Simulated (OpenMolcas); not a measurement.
# Ru³⁺ among point charges: CASSCF and CASPT2 levels and susceptibility

Aim: the splitting of the states of Ru³⁺ in the field of 3 point charges, its lowest levels with spin-orbit coupling and its magnetic susceptibility.

Method: state-averaged CASSCF and CASPT2, spin-orbit coupling by RASSI with atomic mean-field integrals. Code: OpenMolcas 26.06.

## 1. Starting point

| Item | Value |
| --- | --- |
| Species | Ru³⁺ (ruthenium, Z = 44, 41 electrons) |
| Basis | ANO-RCC-VDZP [6s5p3d1f], 43 functions |
| Scalar Hamiltonian | DKH2, point nucleus |
| Inactive shells | 1s 2s 2p 3s 3p 3d 4s 4p |
| Active space | 5 electrons in 5 orbitals (4d) |
| Some configurations of this space | 4d5 |
| Orbitals | optimised for each spin and parity, averaged over all roots |

The outer shells:

4d5
```
4d [↑ ][↑ ][↑ ][↑ ][↑ ]
```

The ion sits among 3 point charges of -1 e arranged as a planar triangle (D3h), 2 Å from the ion.

The work runs as a chain of OpenMolcas steps in one folder; each step below is one input file. Labels, J, g values, rates, χT and fits are worked out afterwards by a script from the matrices that RASSI stores.

## 2. GATEWAY and SEWARD: basis and integrals

The input, a.inp:

```
&GATEWAY
Coord
1

Ru 0.0 0.0 0.0
Basis=ANO-RCC-VDZP
Group=NoSym
NoMove
AngMom=0.0 0.0 0.0
AMFI
XField
3 Angstrom 0
2.000000 0.000000 0.000000 -1.000000
-1.000000 1.732051 0.000000 -1.000000
-1.000000 -1.732051 0.000000 -1.000000
&SEWARD
```

Started as:

```console
$ OMP_NUM_THREADS=1 MOLCAS_MEM=1689 MOLCAS_PROJECT=a pymolcas a.inp > a.log
```

## 3. Reference wave functions, sextets, 1 root

The input, a.inp:

```
&RASSCF
FileOrb=start.orb
Symmetry=1
Spin=6
nActEl=5 0 0
Inactive=18
Ras2=5
CIRoot=1 1 1
SDav=1
CIMx=300
Iter=120 100
PrWF=0.3
OrbListing=Nothing
MaxOrb=0
>>> COPY $Project.JobIph JOB001
```

start.orb holds the contracted functions of the basis, ordered by shell, or the orbitals of the step before.

## 4. Reference wave functions, quartets, 24 roots

The input, a.inp:

```
&RASSCF
FileOrb=start.orb
Symmetry=1
Spin=4
nActEl=5 0 0
Inactive=18
Ras2=5
CIRoot=24 24 1
SDav=24
CIMx=300
Iter=120 100
PrWF=0.3
OrbListing=Nothing
MaxOrb=0
>>> COPY $Project.JobIph JOB002
```

## 5. Reference wave functions, doublets, 75 roots

The input, a.inp:

```
&RASSCF
FileOrb=start.orb
Symmetry=1
Spin=2
nActEl=5 0 0
Inactive=18
Ras2=5
CIRoot=75 75 1
SDav=75
CIMx=300
Iter=120 100
PrWF=0.3
OrbListing=Nothing
MaxOrb=0
>>> COPY $Project.JobIph JOB003
```

## 6. RASSI: spin-orbit coupling between the states

The input, a.inp:

```
&RASSI
NrOfJobIphs=3 1 24 75
1
1 2 3 4 5 6 7 8 9 10 11 12 13 14 15 16 17 18 19 20 21 22 23 24
1 2 3 4 5 6 7 8 9 10 11 12 13 14 15 16 17 18 19 20 21 22 23 24 25 26 27
28 29 30 31 32 33 34 35 36 37 38 39 40 41 42 43 44 45 46 47 48 49 50 51
52 53 54 55 56 57 58 59 60 61 62 63 64 65 66 67 68 69 70 71 72 73 74 75
IphNames
JOB001
JOB002
JOB003
EJob
SpinOrbit
DIPRint=1.0
SOCoupling=1000.0
Subsets=2
Property=9
'ANGMOM' 1 'ANGMOM' 2 'ANGMOM' 3 'MLTPL  1' 1 'MLTPL  1' 2 'MLTPL  1' 3
'AMFI' 1 'AMFI' 2 'AMFI' 3
SOProperty=3
'ANGMOM' 1 'ANGMOM' 2 'ANGMOM' 3
```

## 7. CASPT2: IPEA 0.25, imaginary shift 0.1 (closed shells correlated: 4s 4p)

The input, a.inp:

```
>>> COPY JOB001 $Project.JobIph
&CASPT2
Multistate=1 1
Frozen=14
IPEA=0.25
Imaginary=0.1
MaxIter=60
WThr=0.0 0.3 0.05
PrWF=0.5
NoMix
>>> COPY JOB002 $Project.JobIph
&CASPT2
Multistate=24 1 2 3 4 5 6 7 8 9 10 11 12 13 14 15 16 17 18 19 20 21 22
23 24
NoMult
Frozen=14
IPEA=0.25
Imaginary=0.1
MaxIter=60
WThr=0.0 0.3 0.05
PrWF=0.5
NoMix
>>> COPY JOB003 $Project.JobIph
&CASPT2
Multistate=75 1 2 3 4 5 6 7 8 9 10 11 12 13 14 15 16 17 18 19 20 21 22
23 24 25 26 27 28 29 30 31 32 33 34 35 36 37 38 39 40 41 42 43 44 45 46
47 48 49 50 51 52 53 54 55 56 57 58 59 60 61 62 63 64 65 66 67 68 69 70
71 72 73 74 75
NoMult
Frozen=14
IPEA=0.25
Imaginary=0.1
MaxIter=60
WThr=0.0 0.3 0.05
PrWF=0.5
NoMix
```

(Steps that only read results are left out.)

**Question.** What will these runs give? Wanted: spin-free ground state; lowest level; next level.

**Answer**, as computed:

| quantity | value |
| --- | --- |
| method | SS-CASPT2, IPEA 0.25, imaginary shift 0.1 (closed shells correlated: 4s 4p) |
| spin-free ground state | 6A1, 1-fold in its orbital part |
| lowest level | 2-fold E1/2, g = 2.00, 5.99, 5.99 |
| next level | 4.8 cm⁻¹ |
| χT at 300 K | 4.37 cm³ K/mol |
| effective moment at 300 K | 5.91 μB |

Cost by method:

```tsv
method	time of its own steps	time with the reference
A. CASSCF	23 s	23 s
B. SS-CASPT2, IPEA 0.25, imaginary shift 0.1, +4s 4p	7.9 s	31 s
```

Times are of one thread on a shared host.

**Reading.** The spin-free ground state (6A1) comes to 100 % from free-ion S terms and keeps the highest spin of the shell. χT at 300 K is 4.37, against 4.39 cm³ K/mol for the spin alone, as a half-filled shell (L = 0) has no orbital moment. An active space of the d shell alone favours high spin; real ions in strong fields can be low spin. CASPT2 does not keep the components of a term degenerate, and the means are used. The field of point charges can differ much from that of real complexes. With metal d orbitals alone active, the gaps between spin states are rough; where two lie within a few thousand cm-1, their order is open. Point charges carry no covalency, so the field is a model and not that of real ligands.
